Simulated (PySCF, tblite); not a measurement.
# C2H11N3Si3: geometry, infrared bands and NMR shifts

Aim: predict the infrared bands and NMR shifts of C2H11N3Si3 (`N#CC[Si@@H](N[SiH3])[SiH2]N`).

The runs use tblite 0.8.0 and PySCF 2.14.0, with density-fitted response routines of our own; the level of theory stands in each step. All values are computed, except where a source is named. Atoms are numbered from 0 throughout.

## 1. Starting geometry

19 atoms, charge 0, multiplicity 1; geometry from: force field or distance geometry start.

Bonds of the start (Å): N0–C1 1.14, C1–C2 1.47, C2–Si3 1.85, Si3–N4 1.76, N4–Si5 1.77, Si3–Si6 2.23, Si6–N7 1.80, C2–H8 1.09, C2–H9 1.13, Si3–H10 1.47, N4–H11 1.04, Si5–H12 1.49, Si5–H13 1.47, Si5–H14 1.46, Si6–H15 1.47, Si6–H16 1.47, N7–H17 1.06, N7–H18 1.03.

## 2. Relaxing the molecule with GFN2-xTB

What the job is given:

```
{"job": {"kind": "relax", "xc": "GFN2-xTB", "basis": "xTB"}, "charge": 0, "multiplicity": 1}
N     -0.733600     3.604600     0.029400
C     -0.480000     2.650900     0.608900
C     -0.127600     1.435300     1.354900
Si     0.080300    -0.043100     0.267200
N     -1.340600    -0.289100    -0.749000
Si    -2.617500    -1.276500    -0.016300
Si     1.873100     0.120300    -1.056100
N      2.972200    -1.261500    -0.718900
H      0.778400     1.580200     1.952400
H     -0.965700     1.248600     2.086400
H      0.224300    -1.209200     1.156700
H     -1.133900    -0.517800    -1.738700
H     -3.729800    -0.348700     0.312000
H     -3.109000    -2.290300    -0.957400
H     -2.143200    -1.937600     1.197600
H      2.577600     1.396300    -0.849400
H      1.411100    -0.023300    -2.448500
H      2.564100    -1.930400    -0.009300
H      3.889900    -0.899500    -0.429300
```

Launch:

```sh
$ OMP_NUM_THREADS=1 python probes_run.py task.json out
```

This one command runs all jobs of the session in turn.

**Question.** This job is followed by: GFN2-xTB harmonic vibrations, gas phase; GIAO PBE0/pcSseg-1 NMR shielding, non-relativistic, gas phase. Predict these results of the whole session: strongest single infrared mode (GFN2-xTB); zero-point energy (GFN2-xTB); ¹³C shifts against TMS (PBE0/pcSseg-1); ¹H shifts against TMS (PBE0/pcSseg-1, means over atoms taken as alike); ¹⁵N shifts against NH3 (PBE0/pcSseg-1); ²⁹Si shifts against TMS (PBE0/pcSseg-1).

**Answer**, as computed:

| quantity | value |
| --- | --- |
| strongest single infrared mode (GFN2-xTB) | 812 cm⁻¹, 606 km/mol |
| zero-point energy (GFN2-xTB) | 78.7 kcal/mol |
| ¹³C shifts against TMS (PBE0/pcSseg-1) | 123.7, 5.1 ppm |
| ¹H shifts against TMS (PBE0/pcSseg-1, means over atoms taken as alike) | 5.27, 5.16, 5.10, 4.77, 1.97, 1.42, 0.22, -0.17 ppm |
| ¹⁵N shifts against NH3 (PBE0/pcSseg-1) | 295.8, 5.7, -2.5 ppm |
| ²⁹Si shifts against TMS (PBE0/pcSseg-1) | -24.0, -48.1, -55.6 ppm |

In words: The optimisation took 128 steps and gained 0.735 eV; among the close pairs (by a distance rule), C2–Si3 changed most, from 1.847 to 1.937 Å. The lowest mode is slightly imaginary (8i cm⁻¹), a soft motion within the noise of the Hessian, so the minimum is not strictly shown. GFN2-xTB is a fitted tight-binding method: band positions and strengths are rough. Its intensities can rank the bands wrongly. C1 (nitrile carbon) lies farthest downfield among carbon, at 123.7 ppm; this is the usual window of a C≡N carbon, which has no attached hydrogen. At PBE0/pcSseg-1: The widest tensor belongs to N0: span 508 ppm, with a paramagnetic part of -370 ppm.
